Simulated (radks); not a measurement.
# K³⁺ in [Ne] 3s2 3p4: an all-electron calculation

One table from this session's results is given with a row withheld; the runs are named, their logs left out.

The numbers are computed with radks (a radial shooting solver on a logarithmic mesh, Libxc functionals) version 1 (scalar-relativistic Kohn-Sham, Wu-Cohen GGA, spin-unpolarised, spherical densities, point nucleus), except any that are marked as measured or tabulated.

**The system**

| Quantity | Value |
| --- | --- |
| element | potassium (Z = 19) |
| charge | +3 |
| electrons | 16 |
| configuration | [Ne] 3s2 3p4 |

The outer shells:

K³⁺
```
[Ne] core
3s [↑↓]
3p [↑↓][↑ ][↑ ]
```

The first run:

Settings of this run:

```text
Z 19
configuration [Ne] 3s2 3p4
relativity scalar-relativistic
functional wc,pbe
spin unpolarised
nucleus point
c 137.035999084
```

Among the steps run: Self-consistent calculation.

One of the session's tables, all rows but one given; the rest of the session is left out.

It belongs to the step «Orbitals and density». Sizes of the orbitals, from the radial functions (bohr):

```
level      <r>  outermost maximum (interpolated)  90 % within  nodes
   1s  0.08109                            0.0530        0.145      0
   2s        ?                                 ?            ?      ?
   2p   0.3500                             0.262        0.578      0
   3s    1.201                              1.05         1.78      2
   3p    1.292                              1.10         1.96      1
```

**Question.** Estimate the row for 2s.

The run gave: <r>: 0.3875; outermost maximum (interpolated): 0.318; 90 % within: 0.604; nodes: 1. In the column «<r>» it lies between 2p (0.3500) and 3s (1.201).

Limits of these values: Spin polarisation and multiplet splitting are left out.
